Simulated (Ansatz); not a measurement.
**SiGePH (quintet): wave-function methods side by side, cc-pVDZ**

The task here is to estimate one member of a computed series from the others.

The runs use Ansatz 0.2.0, Gaussian basis; cc-pVDZ, core rule «outside noble gas», up to 24 orbitals frozen.

Plan: UHF; CCSD(T) on ROHF; CCSD(T) on UHF; BCCD(T) on ROHF; CISD; CCSDT(Q) on ROHF; CCSDT(Q) on UHF.

25 further runs of the same task are left out: 13 that didn't finish, 12 set aside as unsound or not needed.

## The system

The geometry is a PBE0/def2-TZVP stationary point (not a proven minimum) of the parent state, kept for this charge and spin. No spin-orbit coupling is included. The filled d shell of Ge may be among the frozen orbitals whatever the setting's name suggests; the logs give the count.

4 atoms, charge 0, spin multiplicity 5.

Atoms are counted from 1 here; the program's logs count them from 0.

Bond lengths: Ge1–Si2 2.558 Å, Ge1–P3 2.213 Å, Si2–P3 2.167 Å, Si2–H4 1.507 Å. Angles: Si2–Ge1–P3 53.4°, Ge1–Si2–P3 55.1°, Ge1–Si2–H4 110.3°, P3–Si2–H4 121.4°, Ge1–P3–Si2 71.5°.

The first run:

The input, in.yaml:

```yaml
crystal:
  periodic: [false, false, false]
  atoms:
    - {symbol: Ge, position_ang: [0.009806, 0.202438, 0.942821]}
    - {symbol: Si, position_ang: [-0.104787, 0.777489, -1.547135]}
    - {symbol: P, position_ang: [0.035461, -1.230007, -0.744318]}
    - {symbol: H, position_ang: [1.123418, 1.544418, -1.964550]}
basis:
  gaussian: {orbitals: cc-pVDZ}
magnetization: {spin_polarized: true, initial_magnetization: 4}
hamiltonian: {xc: hf}
output: {orbitals: {seedname: orbitals}}
```

Started as:

```
$ ansatz run in.yaml --threads 1 --pin off --events-out ev --progress --plain --max-ram 2393MiB
```

Among the steps run: UHF; CCSD(T) on ROHF; CCSD(T) on UHF; BCCD(T) on ROHF; CISD; CCSDT(Q) on ROHF; CCSDT(Q) on UHF.

One table of the session follows, with a row left open; its other results are not shown here.

It belongs to the step «Misses and costs». 

```
   method  from RCCSDT(Q) (meV)
     ROHF               +7689.8
      UHF                     ?
     RMP2               +1360.6
     UMP2                +997.0
     CISD               +1063.6
    RCCSD                +375.4
    UCCSD                 +31.9
 RCCSD(T)                 +75.5
 UCCSD(T)                -343.9
  BCCD(T)                -333.6
   RCCSDT                 +24.5
   UCCSDT                -386.5
RCCSDT(Q)                     0
UCCSDT(Q)                -422.0
```

Q: Estimate the row for UHF from the others.

As computed: from RCCSDT(Q) (meV): +7446.0. In the column «from RCCSDT(Q) (meV)» it lies between RMP2 (+1360.6) and ROHF (+7689.8).

Limits of these values: Warnings: coupled cluster took another determinant than the lowest; large T1 diagnostic. Restricted and unrestricted rows rest on different reference determinants; where their highest levels disagree by more than a few hundredths of an eV, they describe different states and don't form one ladder.
